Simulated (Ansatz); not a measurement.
# Ge: the cost of one run

Program: Ansatz 0.2.0. Level of theory: DFT LDA, scalar-relativistic. These are calculated values, not measurements.

### Step 1. Starting point

It takes space group Fd-3m (No. 227, cubic). The conventional cell has a = 5.658 Å, b = 5.658 Å, c = 5.658 Å, α = 90.00°, β = 90.00°, γ = 90.00°. Ge (site symmetry -43m) has 4 Ge at 2.45 Å as nearest neighbours.

Coordinates:

```cif
data_structure
_symmetry_space_group_name_H-M 'P 1'
_symmetry_Int_Tables_number 1
_cell_length_a 4.0005
_cell_length_b 4.0005
_cell_length_c 4.0005
_cell_angle_alpha 60.000
_cell_angle_beta 60.000
_cell_angle_gamma 60.000
_cell_volume 45.27
loop_
_atom_site_label
_atom_site_type_symbol
_atom_site_fract_x
_atom_site_fract_y
_atom_site_fract_z
_atom_site_occupancy
Ge1 Ge 0.50000 0.50000 0.50000 1
Ge2 Ge 0.75000 0.75000 0.75000 1
```

Atoms are numbered in the order of the input: Ge1, Ge2.

### Step 2. The deformed structure

Space group Fd-3m before, I4_1/amd after.

### Step 3. LAPW, all electrons

Contents of input.yaml:

```yaml
crystal:
  lattice:
    - [0.0, 2.8004823, 2.82877]
    - [2.8004823, 0.0, 2.82877]
    - [2.8004823, 2.8004823, 0.0]
  atoms:
    - { symbol: Ge, position: [0.5, 0.5, 0.5] }
    - { symbol: Ge, position: [0.75, 0.75, 0.75] }
kpoints:
  mp_grid: { grid: [10, 10, 10] }
  band_path:
    path:
      - [0.0, 0.0, 0.0]
      - [0.0, 0.5, 0.5]
      - [0.25, 0.75, 0.5]
      - [0.0, 0.5, 0.0]
      - [0.0, 0.0, 0.0]
      - [0.5, 0.5, 0.0]
      - [0.3725125, 0.6274875, 0.0]
      - [-0.3725125, 0.3725125, 0.0]
      - [0.0, 0.0, 0.0]
    npoints: 5
scf:
  occupations: { method: fermi_dirac, width: 0.05 }
hamiltonian:
  xc: lda
  pseudopotentials: { kind: all_electron, lapw: { basis_error: 0.00025 } }
output:
  forces: true
  stress: true
  eigenvalues: true
```

On the command line:

```bash
ansatz run input.yaml --threads 1 --pin off --max-ram 3072MiB --backend cpu --events-out ev --progress --plain --runs-dir out
```

What time and memory should one allow on 1 thread of Arm Neoverse V2, shared host?

About 48 s, with a peak of 0.56 GiB.
